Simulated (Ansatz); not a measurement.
**CH₄AlO₂ radical: one species, many methods**

How much do the methods differ for CH₄AlO₂ radical? The plan is to run it at one geometry with functionals of several rungs and with coupled cluster, and see how far each lands from CCSD(T) at the basis-set limit for the atomisation energy.

Program: Ansatz 0.2.0, Gaussian basis. Level of theory: functionals in def2-TZVPP, the program's frozen cores in correlated methods. These are calculated values, not measurements.

Plan: LDA (SPW92), PBE-D4, revPBE-D4, BLYP-D4, r2SCAN-D4, B97M-V, PBE0-D4, B3LYP-D4, r2SCANh-D4, r2SCAN0-D4, HSE06-D4, BHLYP-D4, CAM-B3LYP-D4, LC-ωPBE, ωB97X-V, ωB97M-V, B2PLYP, PBE-QIDH; CCSD(T)/def2-SVP; CCSD(T)/def2-TZVPP; MP2/def2-QZVPP; extrapolation to the limit; RPA on PBE.

## Step 1: Structure used throughout

The geometry comes from an earlier relaxation with PBE0-D4 in a triple-zeta def2 set; it is a stationary point, not always the lowest conformer.

SMILES `C[O][Al][OH]`, 8 atoms, charge 0, spin multiplicity 2.

Atoms are counted from 1 here; the program's logs count them from 0.

Bond lengths: C1–O2 1.394 Å, C1–H5 1.097 Å, C1–H6 1.095 Å, C1–H7 1.095 Å, O2–Al3 1.683 Å, Al3–O4 1.701 Å, O4–H8 0.956 Å. Angles: O2–C1–H5 112.7°, O2–C1–H6 110.1°, O2–C1–H7 110.0°, H5–C1–H6 108.0°, H5–C1–H7 108.0°, H6–C1–H7 107.9°, C1–O2–Al3 139.7°, O2–Al3–O4 116.5°, Al3–O4–H8 121.5°.

## Step 2: LDA

This LDA is Slater exchange with PW92 correlation.

File in.yaml:

```yaml
crystal:
  periodic: [false, false, false]
  atoms:
    - {symbol: C, position_ang: [0.292691, 1.365887, -0.669862]}
    - {symbol: O, position_ang: [-0.035757, 0.282493, 0.144262]}
    - {symbol: Al, position_ang: [-0.062594, -1.399627, 0.093014]}
    - {symbol: O, position_ang: [-0.601919, -2.191896, 1.497889]}
    - {symbol: H, position_ang: [0.661242, 1.058258, -1.655942]}
    - {symbol: H, position_ang: [-0.585387, 2.002415, -0.820772]}
    - {symbol: H, position_ang: [1.070022, 1.971543, -0.192548]}
    - {symbol: H, position_ang: [-0.646299, -3.145973, 1.548160]}
basis:
  gaussian: {orbitals: def2-TZVPP}
magnetization: {spin_polarized: true, initial_magnetization: 1}
hamiltonian: {xc: lda}
output: {orbitals: {seedname: orbitals}}
```

After this run come: PBE-D4 (GGA); revPBE-D4 (GGA); BLYP-D4 (GGA); r2SCAN-D4 (meta-GGA); B97M-V (meta-GGA); PBE0-D4 (hybrid); B3LYP-D4 (hybrid); r2SCANh-D4 (hybrid); r2SCAN0-D4 (hybrid); HSE06-D4 (hybrid); BHLYP-D4 (hybrid); CAM-B3LYP-D4 (range-separated); LC-ωPBE-D4 (range-separated); ωB97X-V (range-separated); ωB97M-V (range-separated); B2PLYP (double hybrid); PBE-QIDH (double hybrid); CCSD(T) in def2-SVP; CCSD(T) in def2-TZVPP; MP2 in def2-QZVPP; RPA on PBE orbitals.

Before running them: what should the planned runs give, taken together? Wanted: atomisation energy, CCSD(T)/CBS; farthest beyond LDA; mean size of error, GGA; mean size of error, meta-GGA; mean size of error, hybrid; mean size of error, range-separated; mean size of error, double hybrid; gap, smallest and largest; T1 diagnostic.

**Answer**, as computed:

```
                               quantity                                                                value
        atomisation energy, CCSD(T)/CBS                                                        2970.5 kJ/mol
 functionals within 14.9 kJ/mol (0.5 %)  BLYP-D4, r2SCAN-D4, B97M-V, CAM-B3LYP-D4, LC-ωPBE, ωB97X-V, ωB97M-V
                    farthest beyond LDA                                             BHLYP-D4 (-127.4 kJ/mol)
                mean size of error, GGA                                                          28.8 kJ/mol
           mean size of error, meta-GGA                                                          12.7 kJ/mol
             mean size of error, hybrid                                                          44.7 kJ/mol
    mean size of error, range-separated                                                          10.7 kJ/mol
      mean size of error, double hybrid                                                          38.7 kJ/mol
              gap, smallest and largest                                  0.99 eV (B97M-V), 8.14 eV (LC-ωPBE)
                          T1 diagnostic                                                               0.0156
triples share of the correlation energy                                                                3.5 %
```

**Reading.** LDA overbinds by 441.0 kJ/mol (15 %). PBE-D4 is off by +48.5 kJ/mol. Double hybrids carry the basis error of their MP2 part in triple zeta, and no dispersion term here, so their miss is partly the set-up's. The rungs range-separated, meta-GGA miss on average by less than the doubt on the reference (14.9 kJ/mol), so they tie. The reference freezes the cores and leaves out relativity and excitations past (T), so misses under about 14.9 kJ/mol can't be ranked. Hartree-Fock recovers 71 % of the binding; the rest is correlation. CCSD(T) in def2-SVP is off by -197.8 kJ/mol, so the small basis spoils what the method gains. The gap grows from 1.0 to 8.1 eV across the functionals, mostly with the share of exact exchange.
